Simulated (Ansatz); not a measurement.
# MgScAlO4: further runs on the relaxed cell

An exercise on one series of results from a longer session: the logs are not shown, and one member is left open.

Program: Ansatz 0.2.0. Level of theory: DFT PBEsol, scalar-relativistic, plane waves, PAW. These are calculated values, not measurements.

1 further run of the same task is left out (set aside as unsound or not needed). Runs told in other sessions of the task aren't counted.

## The system as given

It takes space group R3m (No. 160, trigonal). The conventional cell has a = 3.240 Å, b = 3.240 Å, c = 24.827 Å, α = 90.00°, β = 90.00°, γ = 120.00°. Around Mg (site symmetry 3m) lie 4 O at 1.95 to 1.98 Å. Sc (site symmetry 3m) has 6 O at 2.13 Å in its first shell of neighbours. Al (site symmetry 3m) has 5 O at 1.85 to 1.87 Å in its first shell of neighbours. O (site symmetry 3m) has 3 Al at 1.87 Å in its first shell of neighbours. O (site symmetry 3m) is surrounded by 1 Al at 1.87 Å and 3 Mg at 1.95 Å. O (site symmetry 3m) has 1 Mg at 1.98 Å and 3 Sc at 2.13 Å in its first shell of neighbours. O (site symmetry 3m) has 1 Al at 1.85 Å and 3 Sc at 2.13 Å in its first shell of neighbours.

Coordinates:

```xyz
7
Lattice="1.6198 0.9352 8.2757 -1.6198 0.9352 8.2757 0.0000 -1.8704 8.2757" Properties=species:S:1:pos:R:3 pbc="T T T"
Mg    0.0000    0.0000   19.4300
Sc    0.0000    0.0000   24.7112
Al    0.0000    0.0000    5.2974
O     0.0000    0.0000   21.8333
O     0.0000    0.0000    3.4287
O     0.0000    0.0000   17.4499
O     0.0000    0.0000    7.1501
```

It goes back to an entry of the Materials Project, which need not be the stable form.

This cell was relaxed beforehand with the same method: volume 10.75 Å³/atom, gap on the mesh 4.26 eV.

Set-up of the first run:

input.yaml reads:

```yaml
crystal:
  lattice:
    - [1.6034146596, 0.9257318853, 8.1920862867]
    - [-1.6034146596, 0.9257318853, 8.1920862867]
    - [0.0, -1.8514637707, 8.1920862867]
  atoms:
    - { symbol: Mg, position: [0.7826148531, 0.7826148531, 0.7826148531] }
    - { symbol: Sc, position: [0.9953321976, 0.9953321976, 0.9953321976] }
    - { symbol: Al, position: [0.2133731208, 0.2133731208, 0.2133731208] }
    - { symbol: O, position: [0.8794162694, 0.8794162694, 0.8794162694] }
    - { symbol: O, position: [0.1381046691, 0.1381046691, 0.1381046691] }
    - { symbol: O, position: [0.7028582326, 0.7028582326, 0.7028582326] }
    - { symbol: O, position: [0.2879973174, 0.2879973174, 0.2879973174] }
basis:
  ecutwfc: 420
kpoints:
  mp_grid: { grid: [12, 12, 12] }
hamiltonian:
  xc: pbesol
scf:
  occupations: { method: gaussian, width: 0.02 }
output:
  forces: true
  stress: true
  eigenvalues: true
relax:
  adjacent_minimum: "off"
  f_tol: 0.01
  max_steps: 30
  cell: { stress_tol: 0.1, fix: [volume] }
```

Run with:

```console
ansatz run input.yaml --threads 2 --pin off --max-ram 5120MiB --backend cpu --events-out ev --progress --plain --runs-dir out
```

Among the steps run: The cell scaled to 0.97 of its volume; Volume × 1.03; Point at V/V0 = 0.94; Point at V/V0 = 1.06; Volume × 0.91; Volume × 1.10; Point at V/V0 = 0.88.

One of the session's tables, all rows but one given; the rest of the session is left out.

It belongs to the step «Equation of state». 

```
volume (Å³/atom)  energy above the lowest point (meV/atom)  pressure (GPa)  gap on the mesh (eV)
           9.456                                     103.5           28.62                  4.97
           9.778                                      55.0           19.74                  4.86
          10.100                                      23.2           12.13                  4.67
          10.423                                       5.5            5.60                  4.47
          10.745                                       0.0           -0.01                  4.26
          11.067                                       5.0           -4.82                  4.07
          11.390                                         ?               ?                     ?
          11.820                                      49.2          -13.52                  3.65
```

Estimate the missing values for volume (Å³/atom) = 11.390.

Worked estimate for «energy above the lowest point (meV/atom)». A straight line through the neighbours (11.067, 5.0) and (11.820, 49.2) gives 5.0 + (49.2 − 5.0) × (11.390 − 11.067) / (11.820 − 11.067) = 24.0; a parabola fitted to 3 rows on both sides gives 18.4.

**Answer.** energy above the lowest point (meV/atom): 18.9; pressure (GPa): -8.94; gap on the mesh (eV): 3.88. In «energy above the lowest point (meV/atom)» the line misses by +5.1 and the parabola by -0.5.
